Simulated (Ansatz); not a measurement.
# C₃H₁₁BN₂O: basis-set convergence

An exercise on one series of results from a longer session: the logs are not shown, and one member is left open.

Computed with Ansatz 0.2.0, Gaussian basis. Level: one geometry, several basis sets.

The runs, in order: PBE0-D4/def2-SVP; ωB97M-V/def2-SVP; PBE0-D4/def2-QZVPP; ωB97M-V/def2-QZVPP; the functionals' def2-TZVPP values are taken from earlier runs.

## Structure used throughout

An earlier PBE0-D4 in a triple-zeta def2 set relaxation fixed the geometry.

SMILES `CC(C)OB(N)N`, 18 atoms, charge 0, spin multiplicity 1.

Atoms are counted from 1 here; the program's logs count them from 0.

Bond lengths: C1–C2 1.514 Å, C1–H8 1.093 Å, C1–H9 1.091 Å, C1–H10 1.092 Å, C2–C3 1.518 Å, C2–O4 1.411 Å, C2–H11 1.101 Å, C3–H12 1.093 Å, C3–H13 1.092 Å, C3–H14 1.093 Å, O4–B5 1.380 Å, B5–N6 1.422 Å, B5–N7 1.417 Å, N6–H15 1.002 Å, N6–H16 1.003 Å, N7–H17 1.003 Å, N7–H18 1.002 Å. Angles: C2–C1–H8 110.0°, C2–C1–H9 110.5°, C2–C1–H10 110.8°, H8–C1–H9 108.3°, H8–C1–H10 108.5°, H9–C1–H10 108.7°, C1–C2–C3 112.0°, C1–C2–O4 107.7°, C1–C2–H11 108.0°, C3–C2–O4 110.4°, C3–C2–H11 109.2°, O4–C2–H11 109.6°, C2–C3–H12 110.9°, C2–C3–H13 111.0°, C2–C3–H14 109.8°, H12–C3–H13 108.5°, H12–C3–H14 108.4°, H13–C3–H14 108.1° and more.

The first run:

File in.yaml:

```yaml
crystal:
  periodic: [false, false, false]
  atoms:
    - {symbol: C, position_ang: [1.767703, -1.261843, -0.722111]}
    - {symbol: C, position_ang: [0.860589, -0.111474, -0.340270]}
    - {symbol: C, position_ang: [0.644762, 0.850600, -1.494458]}
    - {symbol: O, position_ang: [-0.370229, -0.658507, 0.081743]}
    - {symbol: B, position_ang: [-1.228915, -0.005430, 0.941668]}
    - {symbol: N, position_ang: [-0.929513, 1.262852, 1.509759]}
    - {symbol: N, position_ang: [-2.442113, -0.678490, 1.232111]}
    - {symbol: H, position_ang: [1.324866, -1.829927, -1.543914]}
    - {symbol: H, position_ang: [1.906438, -1.936441, 0.124430]}
    - {symbol: H, position_ang: [2.746119, -0.895262, -1.040936]}
    - {symbol: H, position_ang: [1.330257, 0.427585, 0.496359]}
    - {symbol: H, position_ang: [1.591670, 1.290357, -1.817635]}
    - {symbol: H, position_ang: [-0.032363, 1.658388, -1.209414]}
    - {symbol: H, position_ang: [0.203140, 0.319951, -2.341685]}
    - {symbol: H, position_ang: [-0.073758, 1.757480, 1.345640]}
    - {symbol: H, position_ang: [-1.529973, 1.713265, 2.174505]}
    - {symbol: H, position_ang: [-2.646711, -1.571245, 0.823534]}
    - {symbol: H, position_ang: [-3.159568, -0.320560, 1.832472]}
basis:
  gaussian: {orbitals: def2-SVP}
hamiltonian: {xc: pbe0, dispersion: d4}
output: {orbitals: {seedname: orbitals}}
```

The run is started by

```bash
$ ansatz run in.yaml --threads 2 --pin off --events-out ev --progress --plain --max-ram 32768MiB --backend cpu
```

Among the steps run: PBE0-D4 in def2-SVP; ωB97M-V in def2-SVP; PBE0-D4 in def2-QZVPP; ωB97M-V in def2-QZVPP.

One of the session's tables, all rows but one given; the rest of the session is left out.

| functional | basis | HOMO (eV) | LUMO (eV) |
| --- | --- | --- | --- |
| PBE0-D4 | def2-SVP | -6.45 | 1.68 |
| PBE0-D4 | def2-TZVPP | -6.74 | 0.86 |
| PBE0-D4 | def2-QZVPP | -6.79 | 0.51 |
| ωB97M-V | def2-SVP | ? | ? |
| ωB97M-V | def2-TZVPP | -9.12 | 2.18 |
| ωB97M-V | def2-QZVPP | -9.17 | 1.63 |

**Question.** Estimate the row for ωB97M-V, def2-SVP.

**Answer.** HOMO (eV): -8.84; LUMO (eV): 3.31. In the column «HOMO (eV)» it lies between ωB97M-V, def2-TZVPP (-9.12) and PBE0-D4, def2-QZVPP (-6.79).
